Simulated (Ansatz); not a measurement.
# RhN: the cost of one run

Computed with Ansatz 0.2.0 (DFT PBE without U, plane waves, PAW, unless a step's input says otherwise).

1 further run of the same task is left out (it didn't finish).

**1. The structure to begin with**

It takes space group P4/nmm (No. 129, tetragonal). The conventional cell has a = 3.317 Å, b = 3.317 Å, c = 4.857 Å, α = 90.00°, β = 90.00°, γ = 90.00°. Rh (site symmetry -4m2) is surrounded by 4 N at 2.11 Å and 4 Rh at 2.35 Å. Around N (site symmetry 4mm) lie 4 Rh at 2.11 Å.

As a file:

```cif
data_structure
_symmetry_space_group_name_H-M 'P 1'
_symmetry_Int_Tables_number 1
_cell_length_a 5.8816
_cell_length_b 5.8816
_cell_length_c 9.7138
_cell_angle_alpha 34.332
_cell_angle_beta 34.332
_cell_angle_gamma 47.006
_cell_volume 106.88
loop_
_atom_site_label
_atom_site_type_symbol
_atom_site_fract_x
_atom_site_fract_y
_atom_site_fract_z
_atom_site_occupancy
Rh1 Rh 0.00000 0.00000 0.00000 1
Rh2 Rh 0.50000 0.50000 0.50000 1
N1 N 0.50000 0.00000 0.88350 1
N2 N 0.00000 0.50000 0.11650 1
Rh3 Rh 0.00000 0.00000 0.50000 1
Rh4 Rh 0.50000 0.50000 0.00000 1
N3 N 0.50000 0.00000 0.38350 1
N4 N 0.00000 0.50000 0.61650 1
```

Magnetic order typed: antiferromagnetic, doubled cell 1/2 1/2 1/2.

**2. From atoms, symmetry kept, no search**

The input, input.yaml:

```yaml
crystal:
  lattice:
    - [3.31712558, 0.0, 4.85690536]
    - [0.0, 3.31712558, 4.85690536]
    - [0.0, 0.0, 9.71381072]
  atoms:
    - { symbol: Rh, position: [0.0, 0.0, 0.0], spin: 4.0 }
    - { symbol: Rh, position: [0.5, 0.5, 0.5], spin: 4.0 }
    - { symbol: "N", position: [0.5, 0.0, 0.8835] }
    - { symbol: "N", position: [0.0, 0.5, 0.1165] }
    - { symbol: Rh, position: [0.0, 0.0, 0.5], spin: -4.0 }
    - { symbol: Rh, position: [0.5, 0.5, 0.0], spin: -4.0 }
    - { symbol: "N", position: [0.5, 0.0, 0.3835] }
    - { symbol: "N", position: [0.0, 0.5, 0.6165] }
basis:
  ecutwfc: 420
  ecutrho_ratio: 4
kpoints:
  mp_grid: { grid: [6, 6, 6] }
hamiltonian:
  xc: pbe
scf:
  occupations: { method: gaussian, width: 0.05 }
  lower_state_search: "off"
  max_iter: 150
output:
  forces: true
  stress: true
  eigenvalues: true
  populations: true
  hubbard:
    sites:
      - { site: 0, l: d }
      - { site: 1, l: d }
      - { site: 4, l: d }
      - { site: 5, l: d }
magnetization:
  spin_polarized: true
```

The run is started by

```sh
> ansatz run input.yaml --threads 4 --pin off --max-ram 6144MiB --backend cpu --events-out ev --progress --plain --runs-dir out
```

What time and memory should one allow on 4 threads of Arm Neoverse N1, shared host?

About 17 s, with a peak of 0.71 GiB.
